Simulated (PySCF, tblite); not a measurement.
# C₄H₈SSi₂: geometry, infrared bands and NMR shifts

Aim: predict the infrared bands and NMR shifts of C₄H₈SSi₂ (`C=CC#C[SiH2]S[SiH3]`).

Computed with tblite 0.8.0 and PySCF 2.14.0, with density-fitted response routines of our own, on a single molecule in the gas phase. Atoms count from 0, in the outputs and in this text.

**1. The molecule as given**

15 atoms, charge 0, multiplicity 1; geometry from: force field or distance geometry start.

Bonds of the start (Å): C0–C1 1.32, C1–C2 1.43, C2–C3 1.19, C3–Si4 1.86, Si4–S5 2.13, S5–Si6 2.14, C0–H7 1.09, C0–H8 1.09, C1–H9 1.09, Si4–H10 1.49, Si4–H11 1.48, Si6–H12 1.49, Si6–H13 1.49, Si6–H14 1.48.

**2. Geometry optimisation with GFN2-xTB**

The job: settings as JSON, then the geometry in Å.

```
{"job": {"kind": "relax", "xc": "GFN2-xTB", "basis": "xTB"}, "charge": 0, "multiplicity": 1}
C     -4.283200     0.174200     0.247700
C     -3.307300    -0.713500     0.322900
C     -1.932500    -0.337000     0.218900
C     -0.789300    -0.007000     0.108800
Si     0.999600     0.477900    -0.027500
S      2.194800    -1.277100     0.160700
Si     4.038100    -0.220200    -0.075300
H     -4.089000     1.237200     0.092000
H     -5.322100    -0.137000     0.341400
H     -3.529200    -1.769800     0.498400
H      1.256900     1.095700    -1.360700
H      1.364700     1.438600     1.034900
H      4.169500     0.787700     1.016300
H      5.162300    -1.190900     0.014100
H      4.062300     0.449000    -1.395700
```

Run with:

```console
$ OMP_NUM_THREADS=1 python probes_run.py task.json out
```

This one command runs all jobs of the session in turn.

**Question.** This job is followed by: GFN2-xTB harmonic vibrations, gas phase; GIAO PBE0/pcSseg-1 NMR shielding, non-relativistic, gas phase. What will the session give for the following? strongest single infrared mode (GFN2-xTB); zero-point energy (GFN2-xTB); ¹³C shifts against TMS (PBE0/pcSseg-1); ¹H shifts against TMS (PBE0/pcSseg-1, means over atoms taken as alike); ²⁹Si shifts against TMS (PBE0/pcSseg-1); ³³S shifts against CS2 (PBE0/pcSseg-1).

As calculated:

```
                                                              quantity                             value
                             strongest single infrared mode (GFN2-xTB)              701 cm⁻¹, 715 km/mol
                                          zero-point energy (GFN2-xTB)                     58.7 kcal/mol
                                ¹³C shifts against TMS (PBE0/pcSseg-1)     139.9, 124.4, 116.5, 95.2 ppm
¹H shifts against TMS (PBE0/pcSseg-1, means over atoms taken as alike)  6.23, 6.19, 6.03, 5.17, 4.58 ppm
                               ²⁹Si shifts against TMS (PBE0/pcSseg-1)                  -53.7, -61.2 ppm
                                ³³S shifts against CS2 (PBE0/pcSseg-1)                          -318 ppm
```

**Reading.** Relaxing lowered the energy by 0.150 eV in 76 steps; the close pair that moved most is Si6–H13, from 1.488 to 1.451 Å. No mode is imaginary among the 39: a minimum at this level. The strongest single mode, at 701 cm⁻¹, moves mainly H10 and H11. Unscaled tight-binding wavenumbers are off by several per cent, some by more. Its intensities can rank the bands wrongly. The most deshielded carbon is C0 (terminal =CH2 carbon), at 139.9 ppm: as expected for a trigonal carbon in a double bond. At PBE0/pcSseg-1: The widest tensor belongs to C2: span 300 ppm, with a paramagnetic part of -194 ppm.
